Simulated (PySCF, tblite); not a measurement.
# C6H9NOSi: geometry, infrared bands and NMR shifts

Wanted: the infrared bands and NMR shifts of C6H9NOSi (`N#CC[SiH2]O[C@]12C[C@H]1C2`), by calculation.

Computed with tblite 0.8.0 and PySCF 2.14.0, with density-fitted response routines of our own, on a single molecule in the gas phase. Atoms are numbered from 0 throughout.

**1. The starting structure**

18 atoms, charge 0, multiplicity 1; geometry from: force field or distance geometry start.

Bonds of the start (Å): N0–C1 1.17, C1–C2 1.47, C2–Si3 1.87, Si3–O4 1.73, O4–C5 1.26, C5–C6 1.56, C6–C7 1.51, C7–C8 1.51, C7–C5 1.38, C8–C5 1.54, C2–H9 1.08, C2–H10 1.11, Si3–H11 1.48, Si3–H12 1.44, C6–H13 1.11, C6–H14 1.10, C7–H15 1.06, C8–H16 1.10, C8–H17 1.10.

**2. Relaxing the molecule with GFN2-xTB**

The job: settings as JSON, then the geometry in Å.

```
{"job": {"kind": "relax", "xc": "GFN2-xTB", "basis": "xTB"}, "charge": 0, "multiplicity": 1}
N      4.191000     2.100700    -0.180200
C      3.564500     1.136600    -0.392600
C      2.815300    -0.104200    -0.618600
Si     1.008100     0.388500    -0.606400
O     -0.033300    -0.989900    -0.600900
C     -1.209700    -0.636100    -0.309700
C     -2.476500    -1.532000    -0.195700
C     -2.440000    -0.089800    -0.633900
C     -1.695600     0.587600     0.496300
H      3.091900    -0.569700    -1.557900
H      2.979900    -0.804100     0.226200
H      0.799600     1.138800     0.652200
H      0.686200     1.230200    -1.728600
H     -2.610400    -2.272300    -1.006000
H     -2.701100    -1.784800     0.856000
H     -2.908100     0.354600    -1.478300
H     -1.161400     1.525800     0.263600
H     -1.909400     0.326300     1.538100
```

Started as:

```sh
> OMP_NUM_THREADS=1 python probes_run.py task.json out
```

One launch serves the whole session: the jobs run in the order shown.

**Question.** This job is followed by: GFN2-xTB harmonic vibrations, gas phase; GIAO PBE0/pcSseg-1 NMR shielding, non-relativistic, gas phase. What will the session give for the following? strongest single infrared mode (GFN2-xTB); zero-point energy (GFN2-xTB); 13C shifts against TMS (PBE0/pcSseg-1, means over atoms taken as alike); 1H shifts against TMS (PBE0/pcSseg-1, means over atoms taken as alike); 15N shifts against NH3 (PBE0/pcSseg-1); 29Si shifts against TMS (PBE0/pcSseg-1); 17O shifts against H2O (PBE0/pcSseg-1).

As calculated:

| quantity | value |
| --- | --- |
| strongest single infrared mode (GFN2-xTB) | 2246 cm⁻¹, 389 km/mol |
| zero-point energy (GFN2-xTB) | 82.8 kcal/mol |
| 13C shifts against TMS (PBE0/pcSseg-1, means over atoms taken as alike) | 119.6, 53.9, 35.4, 3.9, 0.4 ppm |
| 1H shifts against TMS (PBE0/pcSseg-1, means over atoms taken as alike) | 4.88, 1.97, 1.95, 1.95, 0.84 ppm |
| 15N shifts against NH3 (PBE0/pcSseg-1) | 297.2 ppm |
| 29Si shifts against TMS (PBE0/pcSseg-1) | -23.1 ppm |
| 17O shifts against H2O (PBE0/pcSseg-1) | 13.0 ppm |

What this shows: The optimisation took 131 steps and gained 1.432 eV; among the close pairs (by a distance rule), C5–C7 changed most, from 1.385 to 1.489 Å. All 48 modes are real, so the xTB geometry is a minimum. The strongest single mode, at 2246 cm⁻¹, moves mainly H12 and H11. Unscaled tight-binding wavenumbers are off by several per cent, some by more. Its intensities can rank the bands wrongly. C1 (nitrile carbon) lies farthest downfield among carbon, at 119.6 ppm; typical of a nitrile. At PBE0/pcSseg-1: The largest span, 515 ppm, is at N0, where the paramagnetic term is -368 ppm.
